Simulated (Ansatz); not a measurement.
# TeOs: the cost of one run

Program: Ansatz 0.2.0. Level of theory: DFT PBE, scalar-relativistic, plane waves, PAW. These are calculated values, not measurements.

1 further run of the same task is left out (it didn't finish).

## 1. The system as given

It takes space group Fd-3m (No. 227, cubic). The conventional cell has a = 7.352 Å, b = 7.352 Å, c = 7.352 Å, α = 90.00°, β = 90.00°, γ = 90.00°. Te (site symmetry -43m) has 4 Te at 3.18 Å and 4 Os at 3.18 Å as nearest neighbours. Os (site symmetry -43m) is surrounded by 4 Te at 3.18 Å and 4 Os at 3.18 Å.

Coordinates:

```xyz
4
Lattice="0.0000 3.6759 3.6759 3.6759 0.0000 3.6759 3.6759 3.6759 0.0000" Properties=species:S:1:pos:R:3 pbc="T T T"
Te    3.6759    3.6759    3.6759
Te    5.5139    5.5139    5.5139
Os    0.0000    0.0000    0.0000
Os    1.8380    1.8380    1.8380
```

This is candidate A: NaTl (B32) type (Fd-3m, No. 227).

(A quick probe on a coarse mesh, which set the mesh and smearing, is not shown.)

## 3. Coarse relaxation (candidate A)

input.yaml

```yaml
crystal:
  lattice:
    - [0.0, 3.6759485008, 3.6759485008]
    - [3.6759485008, 0.0, 3.6759485008]
    - [3.6759485008, 3.6759485008, 0.0]
  atoms:
    - { symbol: Te, position: [0.5, 0.5, 0.5] }
    - { symbol: Te, position: [0.75, 0.75, 0.75] }
    - { symbol: Os, position: [0.0, 0.0, 0.0] }
    - { symbol: Os, position: [0.25, 0.25, 0.25] }
basis:
  ecutwfc: 420
kpoints:
  mp_grid: { grid: [4, 4, 4] }
hamiltonian:
  xc: pbe
scf:
  occupations: { method: gaussian, width: 0.1 }
  lower_state_search: "off"
output:
  forces: true
  stress: true
  eigenvalues: true
relax:
  adjacent_minimum: "off"
  f_tol: 0.04
  max_steps: 70
  cell: { stress_tol: 0.4 }
```

On the command line:

```sh
ansatz run input.yaml --threads 1 --pin off --max-ram 2560MiB --backend cpu --events-out ev --progress --plain --runs-dir out
```

**Question.** How long does this run take on 1 thread of Intel Xeon Platinum 8488C (Sapphire Rapids), shared host, and how much memory does it need?

About 11 s, with a peak of 0.41 GiB.
